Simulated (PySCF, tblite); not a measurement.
# isopropyl propionate (C₆H₁₂O₂): a rotation path, then NMR shifts on frames, part 2 of 2

tblite 0.8.0 and PySCF 2.14.0. Atoms count from 0. The steps go on from the part before.

### Step 5. Nuclear shieldings: image 5, PBE0/pcSseg-1

Job settings and geometry (Å):

```
{"job": {"kind": "nmr", "xc": "PBE0", "basis": "pcSseg-1", "pop": false}, "charge": 0, "multiplicity": 1}
C      3.004200     0.002400    -0.553900
C      1.930400     1.085500    -0.672000
C      0.755000     0.777900     0.230700
O      0.739100     0.948900     1.421800
O     -0.271700     0.294000    -0.468800
C     -1.474400    -0.025100     0.252600
C     -1.384300    -1.432600     0.831400
C     -2.632300     0.116300    -0.723300
H      2.603300    -0.971300    -0.826800
H      3.831500     0.235300    -1.220700
H      3.380100    -0.048800     0.465100
H      2.349600     2.043600    -0.361100
H      1.574800     1.155100    -1.699800
H     -1.570400     0.701000     1.070500
H     -1.209600    -2.152000     0.034400
H     -2.315900    -1.677100     1.334200
H     -0.571000    -1.492600     1.550500
H     -2.673100     1.129600    -1.113300
H     -3.567100    -0.107000    -0.217800
H     -2.503200    -0.572500    -1.553900
```

Level: GIAO PBE0/pcSseg-1 NMR shielding, non-relativistic, gas phase.

What it wrote:

```text
coarse grid: 16128 points
cycle   1  E = -385.6122918191  dE =  9.839e-01  |g| = 9.195e-01  |ddm| = 3.736e+00
cycle   2  E = -385.3263736637  dE =  2.859e-01  |g| = 1.558e+00  |ddm| = 1.598e+00
cycle   3  E = -385.7610066556  dE = -4.346e-01  |g| = 2.840e-01  |ddm| = 1.148e+00
cycle   4  E = -385.7760844185  dE = -1.508e-02  |g| = 7.728e-02  |ddm| = 2.289e-01
cycle   5  E = -385.7769381207  dE = -8.537e-04  |g| = 2.847e-02  |ddm| = 5.381e-02
cycle   6  E = -385.7771047524  dE = -1.666e-04  |g| = 4.568e-03  |ddm| = 1.982e-02
cycle   7  E = -385.7771088606  dE = -4.108e-06  |g| = 1.201e-03  |ddm| = 3.984e-03
final grid: 154128 points
cycle   8  E = -385.8469735174  dE = -3.345e-05  |g| = 1.466e-02  |ddm| = 2.888e-02
cycle   9  E = -385.8469257202  dE =  4.780e-05  |g| = 2.183e-02  |ddm| = 2.231e-02
cycle  10  E = -385.8470150883  dE = -8.937e-05  |g| = 2.533e-03  |ddm| = 1.366e-02
cycle  11  E = -385.8470162648  dE = -1.176e-06  |g| = 4.880e-04  |ddm| = 1.676e-03
cycle  12  E = -385.8470163008  dE = -3.599e-08  |g| = 1.976e-04  |ddm| = 4.303e-04
cycle  13  E = -385.8470163084  dE = -7.578e-09  |g| = 3.406e-05  |ddm| = 1.589e-04
cycle  14  E = -385.8470163086  dE = -2.403e-10  |g| = 9.340e-06  |ddm| = 3.654e-05
converged SCF energy = -385.8470163086

GIAO shielding tensors (ppm)
atom      isotropic    diamagn.    paramagn.     s11        s22        s33       span
  0 C      172.809     245.379     -72.570    163.613    168.773    186.042     22.429
  1 C      152.908     250.220     -97.313    136.418    144.362    177.943     41.525
  2 C        6.710     252.789    -246.079    -94.557     42.244     72.444    167.001
  3 O      -90.159     405.339    -495.497   -360.790   -223.891    314.205    674.994
  4 O       92.606     405.823    -313.217    -66.589    166.801    177.606    244.195
  5 C      117.628     244.244    -126.616     81.111    114.196    157.575     76.464
  6 C      163.814     249.826     -86.011    144.669    159.403    187.371     42.702
  7 C      162.931     247.402     -84.471    144.898    157.145    186.750     41.852
  8 H       30.509      30.551      -0.041     25.967     29.938     35.623      9.656
  9 H       30.486      26.756       3.730     26.323     27.330     37.806     11.483
 10 H       30.224      28.758       1.466     26.096     28.657     35.920      9.823
 11 H       29.490      29.700      -0.210     25.979     28.080     34.412      8.433
 12 H       29.395      32.015      -2.619     25.227     29.837     33.122      7.895
 13 H       26.664      33.123      -6.459     23.829     27.387     28.775      4.946
 14 H       30.747      31.867      -1.120     27.998     28.681     35.562      7.564
 15 H       30.825      30.370       0.455     26.647     28.343     37.484     10.837
 16 H       29.865      32.382      -2.517     25.102     29.447     35.047      9.945
 17 H       30.288      30.103       0.185     26.063     27.992     36.809     10.745
 18 H       30.693      28.923       1.771     26.477     28.432     37.171     10.694
 19 H       30.353      30.522      -0.168     27.232     28.688     35.140      7.908
```

It took 55 s on 1 thread of Arm Neoverse N1, shared host; peak memory 0.91 GiB.

This run: δ C2 180.2, C5 69.3, C1 34.0, C7 24.0, H13 5.05, H12 2.32 ppm.

### Step 6. Shielding tensors: image 6, PBE0/pcSseg-1

Job settings and geometry (Å):

```
{"job": {"kind": "nmr", "xc": "PBE0", "basis": "pcSseg-1", "pop": false}, "charge": 0, "multiplicity": 1}
C      2.885400    -0.060000    -0.655300
C      1.956200     1.153100    -0.581100
C      0.748300     0.853200     0.280600
O      0.673000     1.082900     1.459600
O     -0.230700     0.302800    -0.437600
C     -1.454100    -0.020000     0.246800
C     -1.348400    -1.394100     0.898400
C     -2.572200     0.036500    -0.782900
H      2.365200    -0.920200    -1.070500
H      3.736400     0.171800    -1.292100
H      3.252700    -0.317900     0.335300
H      2.488300     1.992900    -0.132800
H      1.616200     1.422800    -1.581200
H     -1.608500     0.741300     1.022700
H     -1.121500    -2.146200     0.146100
H     -2.292200    -1.642200     1.376300
H     -0.563700    -1.393900     1.650800
H     -2.627700     1.027700    -1.224000
H     -3.521000    -0.192800    -0.306900
H     -2.386900    -0.687000    -1.572300
```

Method: GIAO PBE0/pcSseg-1 NMR shielding, non-relativistic, gas phase.

What it wrote:

```text
coarse grid: 16128 points
cycle   1  E = -385.6117188799  dE =  9.832e-01  |g| = 9.199e-01  |ddm| = 3.735e+00
cycle   2  E = -385.3271567019  dE =  2.846e-01  |g| = 1.556e+00  |ddm| = 1.593e+00
cycle   3  E = -385.7606517115  dE = -4.335e-01  |g| = 2.828e-01  |ddm| = 1.142e+00
cycle   4  E = -385.7756133400  dE = -1.496e-02  |g| = 7.696e-02  |ddm| = 2.274e-01
cycle   5  E = -385.7764628084  dE = -8.495e-04  |g| = 2.826e-02  |ddm| = 5.349e-02
cycle   6  E = -385.7766267418  dE = -1.639e-04  |g| = 4.532e-03  |ddm| = 1.961e-02
cycle   7  E = -385.7766307530  dE = -4.011e-06  |g| = 1.209e-03  |ddm| = 3.891e-03
final grid: 154128 points
cycle   8  E = -385.8468898873  dE = -3.377e-05  |g| = 1.436e-02  |ddm| = 2.794e-02
cycle   9  E = -385.8468447930  dE =  4.509e-05  |g| = 2.127e-02  |ddm| = 2.169e-02
cycle  10  E = -385.8469298185  dE = -8.503e-05  |g| = 2.471e-03  |ddm| = 1.325e-02
cycle  11  E = -385.8469309351  dE = -1.117e-06  |g| = 4.771e-04  |ddm| = 1.631e-03
cycle  12  E = -385.8469309691  dE = -3.397e-08  |g| = 1.995e-04  |ddm| = 4.212e-04
cycle  13  E = -385.8469309768  dE = -7.683e-09  |g| = 3.330e-05  |ddm| = 1.592e-04
cycle  14  E = -385.8469309770  dE = -2.304e-10  |g| = 9.248e-06  |ddm| = 3.543e-05
converged SCF energy = -385.8469309770

GIAO shielding tensors (ppm)
atom      isotropic    diamagn.    paramagn.     s11        s22        s33       span
  0 C      172.678     245.853     -73.175    164.053    167.792    186.188     22.136
  1 C      152.379     249.815     -97.437    133.963    144.685    178.487     44.524
  2 C        6.870     252.435    -245.565    -94.674     41.858     73.427    168.101
  3 O      -97.408     404.989    -502.397   -370.764   -222.652    301.192    671.956
  4 O       97.762     406.035    -308.273    -63.291    177.058    179.519    242.810
  5 C      117.530     244.074    -126.543     80.767    114.226    157.598     76.831
  6 C      163.788     249.846     -86.058    144.618    159.371    187.375     42.757
  7 C      162.941     247.382     -84.441    144.907    157.111    186.804     41.898
  8 H       30.400      30.949      -0.550     25.757     30.090     35.353      9.596
  9 H       30.438      26.909       3.530     26.294     27.280     37.741     11.447
 10 H       30.329      29.123       1.206     26.406     28.604     35.977      9.571
 11 H       29.508      29.665      -0.157     25.761     28.238     34.525      8.765
 12 H       29.373      31.487      -2.114     25.661     29.284     33.174      7.513
 13 H       26.647      33.014      -6.367     23.787     27.322     28.834      5.047
 14 H       30.750      31.902      -1.152     27.970     28.768     35.512      7.542
 15 H       30.821      30.357       0.464     26.643     28.321     37.499     10.857
 16 H       29.883      32.351      -2.468     25.178     29.387     35.084      9.906
 17 H       30.301      30.103       0.199     26.085     27.982     36.836     10.751
 18 H       30.693      28.946       1.747     26.474     28.427     37.178     10.704
 19 H       30.358      30.573      -0.214     27.237     28.720     35.118      7.881
```

Run time: 54 s. Hardware: 1 thread of Arm Neoverse N1, shared host; peak memory 0.91 GiB.

Key values: δ C2 180.1, C5 69.4, C1 34.5, C7 24.0, H13 5.07, H12 2.34 ppm.

### Step 7. Shielding tensors: image 8, PBE0/pcSseg-1

Job settings and geometry (Å):

```
{"job": {"kind": "nmr", "xc": "PBE0", "basis": "pcSseg-1", "pop": false}, "charge": 0, "multiplicity": 1}
C      2.640400    -0.107700    -0.872900
C      2.017200     1.201700    -0.394000
C      0.745600     0.948300     0.387300
O      0.564200     1.279900     1.530000
O     -0.155800     0.315400    -0.362700
C     -1.420900    -0.007700     0.237900
C     -1.299600    -1.301400     1.035600
C     -2.430000    -0.120600    -0.895400
H      1.942000    -0.646400    -1.507900
H      3.545300     0.095500    -1.440400
H      2.897400    -0.737500    -0.024200
H      2.707600     1.745200     0.251300
H      1.766300     1.825100    -1.254100
H     -1.689100     0.813000     0.915900
H     -0.973500    -2.111400     0.387100
H     -2.261500    -1.558000     1.469800
H     -0.576200    -1.175800     1.837300
H     -2.479600     0.813500    -1.448600
H     -3.413600    -0.347700    -0.495000
H     -2.131400    -0.912800    -1.577100
```

Level: GIAO PBE0/pcSseg-1 NMR shielding, non-relativistic, gas phase.

What it wrote:

```text
coarse grid: 16128 points
cycle   1  E = -385.6118570092  dE =  9.901e-01  |g| = 9.206e-01  |ddm| = 3.734e+00
cycle   2  E = -385.3297397880  dE =  2.821e-01  |g| = 1.552e+00  |ddm| = 1.621e+00
cycle   3  E = -385.7614977036  dE = -4.318e-01  |g| = 2.805e-01  |ddm| = 1.161e+00
cycle   4  E = -385.7762474822  dE = -1.475e-02  |g| = 7.644e-02  |ddm| = 2.274e-01
cycle   5  E = -385.7770884060  dE = -8.409e-04  |g| = 2.815e-02  |ddm| = 5.404e-02
cycle   6  E = -385.7772504225  dE = -1.620e-04  |g| = 4.411e-03  |ddm| = 1.967e-02
cycle   7  E = -385.7772541712  dE = -3.749e-06  |g| = 1.194e-03  |ddm| = 3.722e-03
final grid: 154128 points
cycle   8  E = -385.8470373286  dE = -3.505e-05  |g| = 1.420e-02  |ddm| = 2.747e-02
cycle   9  E = -385.8469930535  dE =  4.428e-05  |g| = 2.103e-02  |ddm| = 2.204e-02
cycle  10  E = -385.8470765787  dE = -8.353e-05  |g| = 2.605e-03  |ddm| = 1.350e-02
cycle  11  E = -385.8470778177  dE = -1.239e-06  |g| = 4.745e-04  |ddm| = 1.718e-03
cycle  12  E = -385.8470778513  dE = -3.353e-08  |g| = 1.966e-04  |ddm| = 4.214e-04
cycle  13  E = -385.8470778587  dE = -7.467e-09  |g| = 3.210e-05  |ddm| = 1.597e-04
cycle  14  E = -385.8470778590  dE = -2.163e-10  |g| = 8.738e-06  |ddm| = 3.458e-05
converged SCF energy = -385.8470778590

GIAO shielding tensors (ppm)
atom      isotropic    diamagn.    paramagn.     s11        s22        s33       span
  0 C      173.123     247.482     -74.359    161.724    172.031    185.614     23.890
  1 C      152.602     249.895     -97.293    133.463    145.946    178.399     44.936
  2 C        7.878     251.798    -243.919    -93.574     42.592     74.617    168.191
  3 O     -106.361     404.388    -510.749   -387.144   -221.859    289.920    677.064
  4 O      102.273     406.548    -304.275    -62.470    172.945    196.345    258.815
  5 C      117.546     243.915    -126.369     80.830    114.499    157.308     76.478
  6 C      163.781     250.007     -86.225    144.492    159.369    187.483     42.991
  7 C      163.053     247.446     -84.393    145.665    156.721    186.774     41.109
  8 H       30.167      31.717      -1.550     25.363     30.230     34.908      9.545
  9 H       30.520      27.444       3.077     26.174     27.533     37.854     11.680
 10 H       30.578      30.298       0.280     27.056     28.608     36.070      9.013
 11 H       29.508      29.701      -0.193     25.114     28.704     34.705      9.591
 12 H       29.328      30.530      -1.201     26.340     28.052     33.593      7.253
 13 H       26.656      32.766      -6.110     23.771     27.096     29.102      5.331
 14 H       30.783      32.007      -1.224     27.919     28.963     35.467      7.549
 15 H       30.825      30.287       0.537     26.679     28.206     37.589     10.910
 16 H       29.843      32.273      -2.430     25.102     29.443     34.983      9.881
 17 H       30.288      30.143       0.145     26.107     27.932     36.826     10.720
 18 H       30.663      28.959       1.704     26.450     28.332     37.207     10.757
 19 H       30.353      30.717      -0.365     27.212     28.815     35.031      7.819
```

It took 54 s on 1 thread of Arm Neoverse N1, shared host; peak memory 0.95 GiB.

In short: δ C2 179.0, C5 69.4, C1 34.3, C7 23.9, H13 5.06, H12 2.39 ppm.

### Step 8. Run by run: NMR shifts

Shifts (ppm) of some atoms, chosen among heavy atoms and hydrogens apart, with basis size and wall time:

| frame | C2 | C1 | C0 | H8 | H10 | O3 | O4 | functions | time |
| --- | --- | --- | --- | --- | --- | --- | --- | --- | --- |
| image 0 | 179.8 | 31.3 | 10.6 | 1.25 | 1.25 | 429.9 | 237.5 | 196 | 55 s |
| image 2 | 180.0 | 31.9 | 11.7 | 0.97 | 1.66 | 422.9 | 244.9 | 196 | 54 s |
| image 5 | 180.2 | 34.0 | 14.1 | 1.21 | 1.49 | 426.2 | 243.5 | 196 | 55 s |
| image 6 | 180.1 | 34.5 | 14.2 | 1.32 | 1.39 | 433.5 | 238.3 | 196 | 54 s |
| image 8 | 179.0 | 34.3 | 13.8 | 1.55 | 1.14 | 442.4 | 233.8 | 196 | 54 s |

### Step 9. What came out

What follows sums up all 2 parts.

| quantity | value |
| --- | --- |
| barrier | 0.009 eV (0.2 kcal/mol) at image 5 |
| end to end (GFN2-xTB) | 0.007 eV |
| 13C shifts against TMS (PBE0/pcSseg-1, image 0) | 179.8, 69.6, 31.3, 23.9, 23.3, 10.6 ppm |
| 1H shifts against TMS (PBE0/pcSseg-1, image 0) | 5.11, 2.38, 2.31, 1.89, 1.44, 1.35, 1.25, 1.25, 1.05, 0.95, 0.91, 0.85 ppm |
| 17O shifts against H2O (PBE0/pcSseg-1, image 0) | 429.9, 237.5 ppm |
| range of the shift of O3 | 422.9 to 442.4 ppm |

In words: Along the band the dihedral turns by 120°, and the top (dihedral -103°) lies 0.2 kcal/mol above the start (GFN2-xTB, rough), so at room temperature this motion is fast. Ends this close can change order at a higher level. The top was not checked by a frequency run. Shifts at one fixed geometry are not the observed spectrum, which averages over the motion. In the first frame run (image 0): The largest span, 725 ppm, is at O3, where the paramagnetic term is -499 ppm. In ppm, O3 moves most: its shift spreads over 19.6 ppm, from 422.9 (image 2) to 442.4 (image 8).
